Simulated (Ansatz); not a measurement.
# C2HNaO (SMILES C#C[O][Na]): single points off equilibrium

An exercise on one series of results from a longer session: the logs are not shown, and one member is left open.

The runs use Ansatz 0.2.0, Gaussian basis; single points in def2-TZVPP.

Cores are frozen in the correlated methods. The outer core shell of Li, Na, Mg and K is correlated.

## The starting structure

SMILES `C#C[O][Na]`, 5 atoms, charge 0, spin multiplicity 1.

Atoms are counted from 1 here; the program's logs count them from 0.

Bond lengths: C1–C2 1.211 Å, C1–H5 1.054 Å, C2–O3 1.264 Å, O3–Na4 1.866 Å. Angles: C2–C1–H5 167.8°, C1–C2–O3 176.2°, C2–O3–Na4 159.0°.

Coordinates:

```xyz
5
charge 0, multiplicity 1
C     0.49160    1.26440    0.21250
C     0.14650    0.10740    0.12220
O    -0.26410   -1.07710   -0.03620
Na   -1.27060   -2.49530   -0.71140
H     0.92750    2.19390    0.45150
```

Set-up of the first run:

Input file run/in.yaml:

```yaml
crystal:
  periodic: [false, false, false]
  atoms:
    - {symbol: C, position_ang: [0.491600, 1.264400, 0.212500]}
    - {symbol: C, position_ang: [0.146500, 0.107400, 0.122200]}
    - {symbol: O, position_ang: [-0.264100, -1.077100, -0.036200]}
    - {symbol: Na, position_ang: [-1.270600, -2.495300, -0.711400]}
    - {symbol: H, position_ang: [0.927500, 2.193900, 0.451500]}
basis:
  gaussian: {orbitals: def2-TZVPP}
correlation: {method: ccsd_t}
output: {forces: true}
```

No record of the launch command was kept for these runs.

Steps of the session up to this table: CCSD(T)/def2-TZVPP; PBE0-D4/def2-TZVPP; wB97M-V/def2-TZVPP; r2SCAN-D4/def2-TZVPP; PBE-D4/def2-TZVPP; BHLYP-D4/def2-TZVPP; revPBE-D4/def2-TZVPP.

One of the session's tables, all rows but one given; the rest of the session is left out.

| method | RMS force component (eV/Å) | angle to CCSD(T) forces (°) | dipole (D) |
| --- | --- | --- | --- |
| CCSD(T) | 0.671 | reference | 10.10 |
| PBE0-D4 | 0.744 | 26.6 | 10.15 |
| wB97M-V | 0.623 | 33.5 | 10.07 |
| r2SCAN-D4 | ? | ? | ? |
| PBE-D4 | 0.782 | 6.6 | 10.07 |
| BHLYP-D4 | 0.753 | 53.3 | 10.05 |
| revPBE-D4 | 0.831 | 4.7 | 10.07 |

Q: Estimate the row for r2SCAN-D4 from the others.

As computed: RMS force component (eV/Å): 0.762; angle to CCSD(T) forces (°): 17.7; dipole (D): 10.31. In the column «RMS force component (eV/Å)» it lies between BHLYP-D4 (0.753) and PBE-D4 (0.782).
